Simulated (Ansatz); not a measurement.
# Cl4F2W: the cost of one run

All numbers below are computed with Ansatz 0.2.0 (RKS PBE0-D4/def2-SVP).

## (1) The structure to begin with

Bond lengths: W1–F2 1.850 Å, W1–Cl3 2.390 Å, W1–Cl4 2.390 Å, W1–F5 1.850 Å, W1–Cl6 2.390 Å, W1–Cl7 2.390 Å. Angles (14 of 15 angles, heavy atoms first): F2–W1–Cl3 90.0°, F2–W1–Cl4 90.0°, F2–W1–F5 90.0°, F2–W1–Cl6 90.0°, F2–W1–Cl7 180.0°, Cl3–W1–Cl4 90.0°, Cl3–W1–F5 180.0°, Cl3–W1–Cl6 90.0°, Cl3–W1–Cl7 90.0°, Cl4–W1–F5 90.0°, Cl4–W1–Cl6 180.0°, Cl4–W1–Cl7 90.0°, F5–W1–Cl6 90.0°, F5–W1–Cl7 90.0°.

Structure file:

```xyz
7

W     0.0000    0.0000    0.0000
F     0.0000    0.0000    1.8500
Cl    2.3900    0.0000    0.0000
Cl    0.0000    2.3900    0.0000
F    -1.8500    0.0000    0.0000
Cl    0.0000   -2.3900    0.0000
Cl    0.0000    0.0000   -2.3900
```

## (2) Preparing the start

input.yaml reads:

```yaml
crystal:
  periodic: [false, false, false]
  atoms:
    - { symbol: W, position_ang: [0.0, 0.0, 0.0] }
    - { symbol: F, position_ang: [0.0, 0.0, 1.85] }
    - { symbol: Cl, position_ang: [2.39, 0.0, 0.0] }
    - { symbol: Cl, position_ang: [0.0, 2.39, 0.0] }
    - { symbol: F, position_ang: [-1.85, 0.0, 0.0] }
    - { symbol: Cl, position_ang: [0.0, -2.39, 0.0] }
    - { symbol: Cl, position_ang: [0.0, 0.0, -2.39] }
basis:
  gaussian: { orbitals: def2-SVP }
hamiltonian:
  xc: pbe0
  dispersion: d4
relax:
  f_tol: 0.02
  max_steps: 40
output:
  orbitals: {}
```

Command:

```console
$ ansatz run input.yaml --threads 4 --pin off --max-ram 5120MiB --backend cpu --events-out ev --progress --plain --runs-dir out
```

Q: Estimate wall time and peak memory on 4 threads of Arm Neoverse V2, shared host.

About 17 s, with a peak of 0.4 GiB.
